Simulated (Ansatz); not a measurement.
# Al: the cost of one run

Computed with Ansatz 0.2.0, driven from Python. Level of theory: DFT PBEsol, plane waves, PAW.

This is Al in the bcc structure; at room conditions it is fcc.

### Step 1. The structure

Al Im-3m: Symmetry: Im-3m, No. 229, cubic system. The conventional cell has a = 3.210 Å, b = 3.210 Å, c = 3.210 Å, α = 90.00°, β = 90.00°, γ = 90.00°. Al (site symmetry m-3m) is surrounded by 8 Al at 2.78 Å.

Al Fd-3m: Symmetry: Fd-3m, No. 227, cubic system. Conventional cell: a = 5.570 Å, b = 5.570 Å, c = 5.570 Å, α = 90.00°, β = 90.00°, γ = 90.00°. Al (site symmetry -43m) has 4 Al at 2.41 Å as nearest neighbours.

The script holds or builds the structure itself.

### Step 2. The script

File transition_al.py:

```python
"""Enthalpies of two structures of Al under pressure."""

import warnings

import ansatz as az
import numpy as np


def bcc(a_site, a):
    return (
        az.Lattice.bcc(a)
        .space_group(229)
        .atom(a_site, (0, 0, 0))
        .primitive()
    )


def diamond(A, a):
    return az.Crystal.diamond(A, a=a)


def compute(name, crystal, pressure=0.0):
    calc = (
        crystal.calculation()
        .functional(az.Functional.PBESOL)
        .basis(16 * az.Ha)
        .scf(tolerance=1e-08)
        .kpoints(spacing=0.27)
        .occupations("fermi_dirac", width=0.05)
    )
    calc = calc.relax(force_tolerance=0.03, max_steps=40, cell=True, pressure=pressure)
    return calc.run()


def volume_per_atom(outcome):
    return abs(np.linalg.det(outcome.lattice.cell_ang)) / len(outcome.lattice.sites)

warnings.simplefilter("ignore", az.DeckWarning)

phases = {}
phases["bcc"] = bcc("Al", 3.21)
phases["diamond"] = diamond("Al", 5.57)

# H = E + PV, with 1 eV per cubic angstrom equal to 160.2 GPa
pressures = [0, 20, 40, 60]
enthalpy, volume = {name: [] for name in phases}, {name: [] for name in phases}
for p in pressures:
    for name, crystal in phases.items():
        o = compute(name, crystal, pressure=p)
        volume[name].append(volume_per_atom(o))
        enthalpy[name].append(o.report["energy_sigma0_ev"] / len(o.lattice.sites) + p * volume[name][-1] / 160.21766)
gap = np.array(enthalpy["diamond"]) - np.array(enthalpy["bcc"])
rows = [(p, va, vb, 1000 * d) for p, va, vb, d in zip(pressures, volume["bcc"], volume["diamond"], gap)]
print("   P (GPa)  V bcc (A^3/atom)  V diamond (A^3/atom)  H(diamond) - H(bcc) (meV/atom)")
for row in rows:
    print(f"{row[0]:10d}  {row[1]:16.3f}  {row[2]:20.3f}  {row[3]:+30.1f}")
crossings = [p0 - g0 * (p1 - p0) / (g1 - g0) for p0, p1, g0, g1 in zip(pressures, pressures[1:], gap, gap[1:]) if g0 * g1 < 0]
print("crossing near", [round(float(p), 1) for p in crossings], "GPa") if crossings else print("no crossing in this range")
```

### Step 3. The calls as engine input

The engine receives this input (first run):

```yaml
crystal:
  lattice:
    bravais: bcc
    a: 3.21
  space_group: 229
  atoms:
    - { symbol: Al, position: [0.0, 0.0, 0.0] }
  reduce_to_primitive: true
basis:
  ecutwfc: 435.382179935808
kpoints:
  mp_grid:
    kspacing: 0.27
hamiltonian:
  xc: pbesol
scf:
  convergence:
    dr2_threshold: 1.0e-08
  occupations:
    method: fermi_dirac
    width: 0.05
relax:
  f_tol: 0.03
  max_steps: 40
  cell:
    p_target: 0.0
```

### Step 4. Launch

On the command line:

```sh
$ python transition_al.py
```

What time and memory should one allow on 1 thread of AMD EPYC 9R45 (Zen 5), shared host?

About 8.5 s, with a peak of 0.4 GiB.
